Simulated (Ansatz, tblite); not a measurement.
# The cluster Si₈Se₉−: rung by rung

An exercise on one series of results from a longer session: the logs are not shown, and one member is left open.

The runs use Ansatz 0.2.0, Gaussian basis; as each input shows.

Levels to be run: GFN2-xTB, PBE-D4/def2-SVP, r2SCAN-D4/def2-SVP, HSE06-D4/def2-SVP, r2SCAN-D4/def2-mTZVP, HF/STO-3G.

3 further runs of the same task are left out: 1 that didn't finish, 2 set aside as unsound or not needed.

### The geometry

The doublet was relaxed beforehand with PBE-D4/def2-SVP. At that level it is the lowest of the isomers that a small search found.

17 atoms, charge -1, spin multiplicity 2.

Bond lengths: Si1–Si2 2.456 Å, Si1–Se9 2.551 Å, Si1–Se10 2.501 Å, Si2–Si6 2.335 Å, Si2–Se17 2.331 Å, Si3–Se12 2.583 Å, Si3–Se13 2.412 Å, Si3–Se16 2.533 Å, Si4–Se9 2.365 Å, Si4–Se10 2.226 Å, Si4–Se15 2.109 Å, Si5–Se11 2.314 Å, Si5–Se12 2.399 Å, Si5–Se14 2.140 Å, Si5–Se16 2.543 Å, Si6–Se9 2.504 Å, Si6–Se13 2.286 Å, Si6–Se16 2.385 Å and more. Angles: Si2–Si1–Se9 82.4°, Si2–Si1–Se10 101.5°, Se9–Si1–Se10 89.1°, Si1–Si2–Si6 91.0°, Si1–Si2–Se17 112.0°, Si6–Si2–Se17 119.8°, Se12–Si3–Se13 101.0°, Se12–Si3–Se16 88.0°, Se13–Si3–Se16 92.7°, Se9–Si4–Se10 101.0°, Se9–Si4–Se15 123.2°, Se10–Si4–Se15 134.3°, Se11–Si5–Se12 105.5°, Se11–Si5–Se14 127.6°, Se11–Si5–Se16 106.5°, Se12–Si5–Se14 116.2°, Se12–Si5–Se16 91.9°, Se14–Si5–Se16 102.4° and more.

The ion is computed in the gas phase, without counter-ions or solvent.

PBE0-D4/def2-SVP was run before; its log isn't repeated, and its numbers join the tables.

Set-up of the first run:

Tight binding, by tblite at 300 K electronic temperature and without a spin-polarisation term:

```python
tblite.interface.Calculator('GFN2-xTB', numbers, positions, charge=-1, uhf=1).singlepoint()
```

start.molden holds the orbitals of an earlier run on this state, given as this run's starting guess.

The input, in.yaml:

```yaml
crystal:
  periodic: [false, false, false]
  atoms:
    - {symbol: Si, position_ang: [2.755242, 0.252963, 0.675260]}
    - {symbol: Si, position_ang: [2.177515, -2.120376, 0.416383]}
    - {symbol: Si, position_ang: [-2.275032, -3.341024, 2.202763]}
    - {symbol: Si, position_ang: [0.081479, 1.500596, 1.908171]}
    - {symbol: Si, position_ang: [-2.715726, -1.826390, -0.652482]}
    - {symbol: Si, position_ang: [0.268153, -1.841420, 1.731657]}
    - {symbol: Si, position_ang: [0.147000, -4.521708, -1.712802]}
    - {symbol: Si, position_ang: [-0.122446, -2.547824, -3.120416]}
    - {symbol: Se, position_ang: [1.561171, -0.049298, 2.908922]}
    - {symbol: Se, position_ang: [0.703579, 1.365262, -0.224967]}
    - {symbol: Se, position_ang: [-1.412379, -0.815822, -2.275180]}
    - {symbol: Se, position_ang: [-1.688417, -3.954577, -0.236770]}
    - {symbol: Se, position_ang: [-0.109545, -3.507767, 3.250812]}
    - {symbol: Se, position_ang: [-4.844424, -1.748926, -0.452040]}
    - {symbol: Se, position_ang: [-1.091674, 2.856962, 3.017379]}
    - {symbol: Se, position_ang: [-1.922469, -0.910349, 1.583158]}
    - {symbol: Se, position_ang: [1.961274, -2.728900, -1.823149]}
basis:
  gaussian: {orbitals: def2-SVP, fitting: {mean_field: def2-universal-jkfit}, initial_orbitals: start.molden}
total_charge: -1
magnetization: {spin_polarized: true, initial_magnetization: 1}
hamiltonian: {xc: pbe, dispersion: d4}
scf: {omitted_lower_state_checks: [starts]}
output: {forces: true, orbitals: {seedname: orbitals}}
```

The run is started by

```
$ ansatz run in.yaml --threads 2 --pin off --events-out ev --progress --plain --max-ram 32768MiB --backend cuda --devices 0, --max-vram 18GiB
```

Among the steps run: PBE-D4/def2-SVP; r2SCAN-D4/def2-SVP; HSE06-D4/def2-SVP; r2SCAN-D4/def2-mTZVP; HF/STO-3G.

One of the session's tables, all rows but one given; the rest of the session is left out.

```
               level  HOMO (eV)  gap (eV)
           HF/STO-3G          ?         ?
     PBE-D4/def2-SVP      -1.96      0.32
  r2SCAN-D4/def2-SVP      -2.28      0.51
r2SCAN-D4/def2-mTZVP      -2.39      0.49
    PBE0-D4/def2-SVP      -2.90      1.53
   HSE06-D4/def2-SVP      -2.53      0.86
```

Estimate the missing values for HF/STO-3G.

**Answer.** HOMO (eV): -0.68; gap (eV): 6.08. In the column «HOMO (eV)» it is the highest.
